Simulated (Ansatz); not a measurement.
**HfWS4: what a guessed cell relaxes into**

Aim: relax a trial structure of HfWS4 and see where it ends.

Computed with Ansatz 0.2.0 (DFT PBE, scalar-relativistic, plane waves, PAW, unless a step's input says otherwise).

1 further run of the same task is left out (set aside as unsound or not needed).

**1. The starting structure**

It takes space group P-43m (No. 215, cubic). Conventional cell: a = 5.431 Å, b = 5.431 Å, c = 5.431 Å, α = 90.00°, β = 90.00°, γ = 90.00°. Hf (site symmetry -43m) has 4 S at 2.53 Å as nearest neighbours. W (site symmetry -43m) is surrounded by 4 S at 2.17 Å. Around S (site symmetry 3m) lie 1 W at 2.17 Å and 1 Hf at 2.53 Å.

Coordinates:

```
Hf W S
1.0
     5.43103    0.00000    0.00000
     0.00000    5.43103    0.00000
     0.00000    0.00000    5.43103
Hf W S
1 1 4
Direct
  0.00000 0.00000 0.00000
  0.50000 0.50000 0.50000
  0.73066 0.73066 0.73066
  0.26934 0.26934 0.73066
  0.26934 0.73066 0.26934
  0.73066 0.26934 0.26934
```

Recipe of the guess: random cell by space group and Wyckoff sites (P-43m, No. 215). The dimensions are guesses.

**2. A first look at the guess**

Input file input.yaml:

```yaml
crystal:
  lattice:
    - [5.43102958, 0.0, 0.0]
    - [0.0, 5.43102958, 0.0]
    - [0.0, 0.0, 5.43102958]
  atoms:
    - { symbol: Hf, position: [0.0, 0.0, 0.0] }
    - { symbol: W, position: [0.5, 0.5, 0.5] }
    - { symbol: S, position: [0.73066126, 0.73066126, 0.73066126] }
    - { symbol: S, position: [0.26933874, 0.26933874, 0.73066126] }
    - { symbol: S, position: [0.26933874, 0.73066126, 0.26933874] }
    - { symbol: S, position: [0.73066126, 0.26933874, 0.26933874] }
basis:
  ecutwfc: 420
kpoints:
  mp_grid: { grid: [4, 4, 4] }
hamiltonian:
  xc: pbe
scf:
  occupations: { method: gaussian, width: 0.1 }
  lower_state_search: "off"
output:
  forces: true
  stress: true
  eigenvalues: true
```

Started as:

```bash
$ ansatz run input.yaml --threads 1 --pin off --max-ram 2560MiB --backend cpu --events-out ev --progress --plain --runs-dir out
```

The session goes on with these runs: coarse relaxation; relaxation on the finer mesh.

**Question.** What will these runs give? Wanted: conventional cell; volume; energy over the elements; gap on the mesh.

As calculated:

| quantity | value |
| --- | --- |
| symmetry at the end (tolerance 0.05 Å) | space group P-43m (No. 215) |
| conventional cell | a = 5.344 Å, b = 5.344 Å, c = 5.344 Å, α = 90.00°, β = 90.00°, γ = 90.00° |
| volume | 25.44 Å³/atom |
| energy over the elements | -0.44 eV/atom |
| gap on the mesh | none (metal) |

**Reading.** The space group P-43m (No. 215) is kept, and the volume per atom shrinks by 4.7 % from the first guess. It lies below the elements, which doesn't yet make it stable: competing phases were not computed in this session. No finished test with a distortion of lower symmetry is shown, so the end may be a saddle point. The runs treat Hf, W without spin-orbit coupling. Other magnetic orders were not searched.
